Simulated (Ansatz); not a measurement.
# LaLuAs2: how the settings move a single-point run

Aim: see which settings change the result for LaLuAs2, by how much, and at what cost. The cell is built on a prototype (ordering on rocksalt) and needn't be the phase found in nature.

Method: reference: DFT, PBE, plane waves, PAW, in Ansatz 0.2.0.

1 further run of the same task is left out (it didn't finish). Runs told in other sessions of the task aren't counted.

## (1) The structure to begin with

It takes space group R-3m (No. 166, trigonal). The conventional cell has a = 4.206 Å, b = 4.206 Å, c = 20.525 Å, α = 90.00°, β = 90.00°, γ = 120.00°. La (site symmetry -3m) is surrounded by 6 As at 3.05 Å. Around Lu (site symmetry -3m) lie 6 As at 2.89 Å. As (site symmetry 3m) is surrounded by 3 Lu at 2.89 Å and 3 La at 3.05 Å.

As a file:

```cif
data_structure
_symmetry_space_group_name_H-M 'P 1'
_symmetry_Int_Tables_number 1
_cell_length_a 7.2597
_cell_length_b 7.2597
_cell_length_c 7.2597
_cell_angle_alpha 33.678
_cell_angle_beta 33.678
_cell_angle_gamma 33.678
_cell_volume 104.82
loop_
_atom_site_label
_atom_site_type_symbol
_atom_site_fract_x
_atom_site_fract_y
_atom_site_fract_z
_atom_site_occupancy
La1 La 0.00000 0.00000 0.00000 1
Lu1 Lu 0.50000 0.50000 0.50000 1
As1 As 0.24336 0.24336 0.24336 1
As2 As 0.75664 0.75664 0.75664 1
```

## (2) The reference run

The input, input.yaml:

```yaml
crystal:
  lattice:
    - [2.1030128214, 1.2141750185, 6.8415684001]
    - [-2.1030128214, 1.2141750185, 6.8415684001]
    - [0.0, -2.4283500371, 6.8415684001]
  atoms:
    - { symbol: La, position: [1.0, 0.0, 0.0] }
    - { symbol: Lu, position: [0.5, 0.5, 0.5] }
    - { symbol: As, position: [0.2433640479, 0.2433640479, 0.2433640479] }
    - { symbol: As, position: [0.7566359521, 0.7566359521, 0.7566359521] }
kpoints:
  mp_grid: { grid: [6, 6, 6] }
hamiltonian:
  xc: pbe
scf:
  occupations: { method: fermi_dirac, width: 0.02 }
  n_extra_bands: 5
output:
  forces: true
  stress: true
  eigenvalues: true
  write_density: true
  write_potential: true
  elf: true
  volumetric_format: npy
```

Command:

```console
$ ansatz run input.yaml --threads 4 --pin off --max-ram 3686MiB --backend cpu --events-out ev --progress --plain --runs-dir out
```

## (3) The same system, input altered

Edit input.yaml of step 2 so:

```diff
@@ -17,2 +17,3 @@
   n_extra_bands: 5
+  max_iter: 51
 output:
@@ -21,5 +22,4 @@
   eigenvalues: true
-  write_density: true
-  write_potential: true
-  elf: true
-  volumetric_format: npy
+magnetization:
+  spin_polarized: true
+  initial_magnetization: 6.0
```

(Steps that only read results are left out.)

Q: Predict the outcome of this session. Wanted: for each run, ending; energy change; pressure; gap; force.

**Answer**, as computed:

```tsv
run	ending	energy change	pressure (GPa)	gap (eV)	force (eV/Å)	cycles	time
reference	converged	0	0.3	0.00	0.05	7	6.1 s
1: spin_polarized true, initial_magnetization 6.0	converged	0.0 meV/atom	0.3	0.00	0.05	12	13 s
```

Times don't compare one to one where runs were asked for different outputs or read a saved state (see the inputs); cycles may leave out searches for a lower state.

Residual by cycle in the longest SCF loop of each run; runs are numbered as in the table. The quantity is the density residual dr2, in eV.

```tsv
cycle	reference	run 1
1	0.00225	32.9
2	3.6e-4	1.93
3	6.6e-5	1.01
4	1.3e-5	0.0657
5	2.6e-6	0.051
6	6.3e-7	0.0115
7	6.3e-8	9.6e-4
8	-	1.7e-4
9	-	2.7e-5
10	-	4.4e-6
11	-	4.7e-7
12	-	2.6e-8
```

What this shows: With the changed spin polarisation the energy stays within 0.5 meV/atom: no moment survives, so both runs end on the same non-magnetic state.
